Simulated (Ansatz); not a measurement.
# UPBE0/STO-3G run of BHBr (SMILES [BH]Br)

Aim: the electronic atomisation energy of BHBr at UPBE0/STO-3G, from 4 runs. 

The results are computed with Ansatz 0.2.0.

50 further runs of the same task are left out: 6 that didn't finish, 44 set aside as unsound or not needed.

## 1. The molecule

BHBr: 3 atoms, total charge 0, spin state doublet. SMILES: `[BH]Br`. The shape is that of a PBE0-D4/def2-TZVP optimisation.

Bond lengths: B1–Br2 1.868 Å, B1–H3 1.193 Å. Angles: Br2–B1–H3 123.6°.

## 2. A single-point energy at UPBE0/STO-3G

input.yaml reads:

```yaml
crystal:
  periodic: [false, false, false]
  atoms:
    - {symbol: B, position_ang: [-0.094500, -0.523000, -0.115700]}
    - {symbol: Br, position_ang: [1.181000, 0.563200, 0.709800]}
    - {symbol: H, position_ang: [-1.097400, -0.105000, -0.607300]}
basis:
  gaussian:
    orbitals: STO-3G
magnetization:
  spin_polarized: true
  initial_magnetization: 1
hamiltonian:
  xc: pbe0
accuracy: high
```

On the command line:

```sh
$ ansatz run input.yaml --threads 1 --pin off --max-ram 2610MiB --events-out events.jsonl --progress --plain --runs-dir runs
```

Standard output:

```text
Warning: RAYON_NUM_THREADS=1 ignored (pool sized by the plan → 1); use --threads N
Functional definition: PBE0
  name "PBE0"
  parameter a = 0.25
  parameter kappa = 0.804
  parameter beta = 0.06672455060314922
  exchange = (1 - a)*pbe_x(kappa = kappa, mu = beta*pi^2/3) + a*exact_x
  correlation = pbe_c(beta = beta)
321 factors; integrals over basis functions are off by at most 9.4e-9 eV
mean field evaluation 1: about -69954.9739 eV, gradient 5.6e0 eV
mean field evaluation 2: about -69955.1685 eV, gradient 4.8e0 eV
mean field evaluation 4: about -69955.3757 eV, gradient 1.6e-1 eV
mean field evaluation 8: about -69955.3595 eV, gradient 1.2e-3 eV
mean field evaluation 16: about -69955.3595 eV, gradient 3.0e-8 eV
mean field -69955.35947877 eV, -2570.8120433993 hartree, gradient 3.0e-8 eV, S^2 0.753379; 0 other end points of the search recorded, 0 dependent functions left out
reference -69955.35947988 eV, -2570.8120434399 hartree; 21, 20 occupied and 3, 4 virtual orbitals, 321 factors
Total energy: -69955.35947988 eV, -2570.8120434399 hartree
```

It took 1.6 s on 1 thread of Arm Neoverse V1, shared host; peak memory 0.12 GiB.

## 3. The B atom, same level

molecule.yaml reads:

```yaml
crystal:
  periodic: [false, false, false]
  atoms:
    - {symbol: B, position_ang: [0.000000, 0.000000, 0.000000]}
basis:
  gaussian:
    orbitals: STO-3G
magnetization:
  spin_polarized: true
  initial_magnetization: 1
hamiltonian:
  xc: {name: PBE0}
accuracy: high
```

On the command line:

```sh
$ ansatz run molecule.yaml --threads 1 --pin off --max-ram 2610MiB --events-out events.jsonl --progress --plain --runs-dir runs
```

Standard output:

```text
Warning: RAYON_NUM_THREADS=1 ignored (pool sized by the plan → 1); use --threads N
Functional definition: PBE0
  name "PBE0"
  parameter a = 0.25
  parameter kappa = 0.804
  parameter beta = 0.06672455060314922
  exchange = (1 - a)*pbe_x(kappa = kappa, mu = beta*pi^2/3) + a*exact_x
  correlation = pbe_c(beta = beta)
15 factors; integrals over basis functions are off by at most 8.9e-10 eV
mean field evaluation 1: about -659.4962 eV, gradient 2.8e-7 eV
mean field evaluation 2: about -659.4961 eV, gradient 1.8e-6 eV
mean field evaluation 4: about -659.4961 eV, gradient 1.2e-7 eV
mean field evaluation 8: about -659.4961 eV, gradient 0.0e0 eV
mean field -659.49614681 eV, -24.2360363729 hartree, gradient 0.0e0 eV, S^2 0.750000; 0 other end points of the search recorded, 0 dependent functions left out
reference -659.49614775 eV, -24.2360364074 hartree; 3, 2 occupied and 2, 3 virtual orbitals, 15 factors
Total energy: -659.49614775 eV, -24.2360364074 hartree
```

It took 0.2 s on 1 thread of Arm Neoverse V1, shared host.

## 4. The Br atom, same level

job.yaml reads:

```yaml
crystal:
  periodic: [false, false, false]
  atoms:
    - {symbol: Br, position_ang: [0.000000, 0.000000, 0.000000]}
basis:
  gaussian: {orbitals: STO-3G}
magnetization: {spin_polarized: true, initial_magnetization: 1}
hamiltonian: {xc: pbe0}
accuracy: high
```

Run the same way, it converges to -2545.72884 Eh (log not shown).

## 5. The H atom, same level

run.yaml reads:

```yaml
crystal:
  periodic: [false, false, false]
  atoms:
    - {symbol: H, position_ang: [0.000000, 0.000000, 0.000000]}
basis:
  gaussian:
    orbitals: STO-3G
magnetization:
  spin_polarized: true
  initial_magnetization: 1
hamiltonian:
  xc: {name: PBE0}
accuracy: high
```

Run the same way, it converges to -0.46651 Eh (log not shown).

## 6. Summary of results

Level: UPBE0/STO-3G.

```
                     quantity           value
       molecule: total energy  -2570.81204 Eh
               molecule: ⟨S²⟩           0.753
         B atom: total energy    -24.23604 Eh
                 B atom: ⟨S²⟩           0.750
        Br atom: total energy  -2545.72884 Eh
                Br atom: ⟨S²⟩           0.750
         H atom: total energy     -0.46651 Eh
                 H atom: ⟨S²⟩           0.750
electronic atomisation energy       10.358 eV
```

What this shows: Taking the molecule apart into free atoms costs 10.36 eV (999 kJ/mol), before zero-point energy and without spin-orbit coupling. In a minimal basis such a difference can be off by several eV, whatever the method.
